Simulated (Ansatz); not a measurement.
Runs of Ansatz 0.2.0 on HPbNO4. The typed cell holds 7 atoms: a = 3.858 Å, b = 5.535 Å, c = 6.055 Å, α = 106.62°, β = 93.97°, γ = 90.45°. The cell was built by a generator and needn't be a form met in nature.

```tsv
task	level	potentials or basis	k mesh	cutoff (eV)	basis error allowed	gap on the mesh (eV)	pressure (GPa)	largest force (eV/Å)
band structure	revPBE	all-electron LAPW, scalar-relativistic	5 × 4 × 4	729	0.002 eV/atom	3.19	(c)	0.20
single point	PBE	all-electron LAPW, scalar-relativistic	7 × 5 × 5	805	0.001 eV/atom	3.17	-0.1	0.05
projected density of states	PBE	all-electron LAPW, scalar-relativistic	7 × 5 × 5	730	0.002 eV/atom	3.17	-0.1	0.05
electrostatic potential	PBE	all-electron PAW datasets made for the crystal	7 × 5 × 5	980	-	3.17	-0.1	0.05
band structure	LDA	all-electron LAPW, scalar-relativistic	5 × 4 × 4	733	0.002 eV/atom	3.10	-4.5	(a)
band structure	RPBE	all-electron LAPW, scalar-relativistic	5 × 4 × 4	729	0.002 eV/atom	3.19	1.9	(b)
band structure	BLYP	all-electron LAPW, scalar-relativistic	5 × 4 × 4	733	0.002 eV/atom	3.12	1.9	0.48
```

Alike in all rows: no spin polarisation; cell as given; smearing fermi-dirac 0.05 eV.

Task: Fill in the values left out.

Result: (a) 0.98; (b) 0.29; (c) 1.4.

Caveats: spin-orbit coupling is left out, which as a rule narrows the gap of such compounds by several tenths of an eV; an odd mesh through Γ misses points on the zone boundary, where band edges often lie (some runs); the program warned that the printed levels may be off, so bands, gaps and densities of states are rough (some runs).

A k mesh can miss the band edges, and the runs leave out spin-orbit coupling on Pb.

Not every run made on this cell is shown here.
